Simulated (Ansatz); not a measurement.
# C₇H₁₄O₂: a ladder of functionals and wavefunction methods

How much do the methods differ for C₇H₁₄O₂? The plan is to run it at one geometry with functionals of several rungs and with coupled cluster. The yardstick is the atomisation energy at the CCSD(T) limit.

Computed with Ansatz 0.2.0, Gaussian basis. Level: functionals in def2-TZVPP, the program's frozen cores in correlated methods.

Levels to be run: LDA (SPW92), PBE-D4, revPBE-D4, BLYP-D4, r2SCAN-D4, B97M-V, PBE0-D4, B3LYP-D4, r2SCANh-D4, r2SCAN0-D4, HSE06-D4, BHLYP-D4, CAM-B3LYP-D4, LC-ωPBE, ωB97X-V, ωB97M-V, B2PLYP, PBE-QIDH; CCSD(T)/def2-SVP; CCSD(T)/def2-TZVPP; MP2/def2-QZVPP; extrapolation to the limit; RPA on PBE.

## Step 1: The relaxed structure

The geometry comes from an earlier relaxation with PBE0-D4 in a triple-zeta def2 set; it is a stationary point, not always the lowest conformer.

SMILES `CCC(C)(C)OC(C)=O`, 23 atoms, charge 0, spin multiplicity 1.

Atoms are counted from 1 here; the program's logs count them from 0.

Bond lengths: C1–C2 1.518 Å, C1–H10 1.092 Å, C1–H11 1.092 Å, C1–H12 1.092 Å, C2–C3 1.528 Å, C2–H13 1.095 Å, C2–H14 1.095 Å, C3–C4 1.520 Å, C3–C5 1.519 Å, C3–O6 1.457 Å, C4–H15 1.088 Å, C4–H16 1.093 Å, C4–H17 1.091 Å, C5–H18 1.088 Å, C5–H19 1.092 Å, C5–H20 1.092 Å, O6–C7 1.335 Å, C7–C8 1.501 Å and more. Angles: C2–C1–H10 110.4°, C2–C1–H11 111.0°, C2–C1–H12 112.0°, H10–C1–H11 107.8°, H10–C1–H12 107.4°, H11–C1–H12 108.1°, C1–C2–C3 115.6°, C1–C2–H13 109.6°, C1–C2–H14 110.0°, C3–C2–H13 107.4°, C3–C2–H14 107.3°, H13–C2–H14 106.5°, C2–C3–C4 111.8°, C2–C3–C5 109.5°, C2–C3–O6 103.3°, C4–C3–C5 111.7°, C4–C3–O6 110.5°, C5–C3–O6 109.8° and more.

## Step 2: LDA

This LDA is Slater exchange with PW92 correlation.

in.yaml reads:

```yaml
crystal:
  periodic: [false, false, false]
  atoms:
    - {symbol: C, position_ang: [1.599948, -1.828168, 0.431529]}
    - {symbol: C, position_ang: [1.595956, -0.555433, -0.396042]}
    - {symbol: C, position_ang: [0.222514, 0.064601, -0.647175]}
    - {symbol: C, position_ang: [-0.725285, -0.917317, -1.315721]}
    - {symbol: C, position_ang: [0.381064, 1.335506, -1.464286]}
    - {symbol: O, position_ang: [-0.245458, 0.394218, 0.693218]}
    - {symbol: C, position_ang: [-1.435899, 0.963075, 0.899523]}
    - {symbol: C, position_ang: [-1.660804, 1.177425, 2.368276]}
    - {symbol: O, position_ang: [-2.223450, 1.261995, 0.040964]}
    - {symbol: H, position_ang: [2.624640, -2.150670, 0.627881]}
    - {symbol: H, position_ang: [1.108764, -1.671528, 1.393660]}
    - {symbol: H, position_ang: [1.092059, -2.649132, -0.078792]}
    - {symbol: H, position_ang: [2.213199, 0.203673, 0.094892]}
    - {symbol: H, position_ang: [2.051676, -0.742559, -1.373534]}
    - {symbol: H, position_ang: [-1.662950, -0.435142, -1.584351]}
    - {symbol: H, position_ang: [-0.256671, -1.307208, -2.222680]}
    - {symbol: H, position_ang: [-0.942999, -1.760045, -0.657787]}
    - {symbol: H, position_ang: [-0.580970, 1.811381, -1.645491]}
    - {symbol: H, position_ang: [1.036507, 2.040150, -0.947178]}
    - {symbol: H, position_ang: [0.837164, 1.091971, -2.426476]}
    - {symbol: H, position_ang: [-2.607615, 1.689745, 2.519673]}
    - {symbol: H, position_ang: [-1.673557, 0.214491, 2.883013]}
    - {symbol: H, position_ang: [-0.842731, 1.761868, 2.792483]}
basis:
  gaussian: {orbitals: def2-TZVPP}
hamiltonian: {xc: lda}
output: {orbitals: {seedname: orbitals}}
```

The run is started by

```sh
ansatz run in.yaml --threads 5 --pin off --events-out ev --progress --plain --max-ram 66560MiB --backend cuda --devices 0, --max-vram 37GiB
```

The runs that follow: PBE-D4 (GGA); revPBE-D4 (GGA); BLYP-D4 (GGA); r2SCAN-D4 (meta-GGA); B97M-V (meta-GGA); PBE0-D4 (hybrid); B3LYP-D4 (hybrid); r2SCANh-D4 (hybrid); r2SCAN0-D4 (hybrid); HSE06-D4 (hybrid); BHLYP-D4 (hybrid); CAM-B3LYP-D4 (range-separated); LC-ωPBE (range-separated); ωB97X-V (range-separated); ωB97M-V (range-separated); B2PLYP (double hybrid); PBE-QIDH (double hybrid); CCSD(T) in def2-SVP; CCSD(T) in def2-TZVPP; MP2 in def2-QZVPP; RPA on PBE orbitals.

Before running them: what should the planned runs give, taken together? Wanted: atomisation energy, CCSD(T)/CBS; farthest beyond LDA; mean size of error, GGA; mean size of error, meta-GGA; mean size of error, hybrid; mean size of error, range-separated; mean size of error, double hybrid; gap, smallest and largest; T1 diagnostic.

As calculated:

```
                               quantity                                                                                             value
        atomisation energy, CCSD(T)/CBS                                                                                     9501.3 kJ/mol
 functionals within 47.5 kJ/mol (0.5 %)  revPBE-D4, BLYP-D4, r2SCAN-D4, B97M-V, B3LYP-D4, r2SCANh-D4, LC-ωPBE, ωB97X-V, ωB97M-V, PBE-QIDH
                    farthest beyond LDA                                                                          BHLYP-D4 (-266.8 kJ/mol)
                mean size of error, GGA                                                                                       84.3 kJ/mol
           mean size of error, meta-GGA                                                                                       30.6 kJ/mol
             mean size of error, hybrid                                                                                       85.8 kJ/mol
    mean size of error, range-separated                                                                                       28.6 kJ/mol
      mean size of error, double hybrid                                                                                       52.7 kJ/mol
              gap, smallest and largest                                                         5.27 eV (LDA (SPW92)), 13.35 eV (LC-ωPBE)
                          T1 diagnostic                                                                                            0.0124
triples share of the correlation energy                                                                                             4.0 %
```

LDA overbinds by 1410.6 kJ/mol (15 %). PBE-D4 is off by +232.2 kJ/mol. Double hybrids carry the basis error of their MP2 part in triple zeta, and no dispersion term here, so their miss is partly the set-up's. The rungs range-separated, meta-GGA miss on average by less than the doubt on the reference (47.5 kJ/mol), so they tie. Misses under about 47.5 kJ/mol are within the doubt on the reference itself, which lacks core-valence correlation, relativity and higher excitations. Hartree-Fock recovers 74 % of the binding; the rest is correlation. CCSD(T) in def2-SVP is off by -353.2 kJ/mol, more than most functionals: a good method in a small basis is no reference. The gap grows from 5.3 to 13.4 eV across the functionals, mostly with the share of exact exchange.
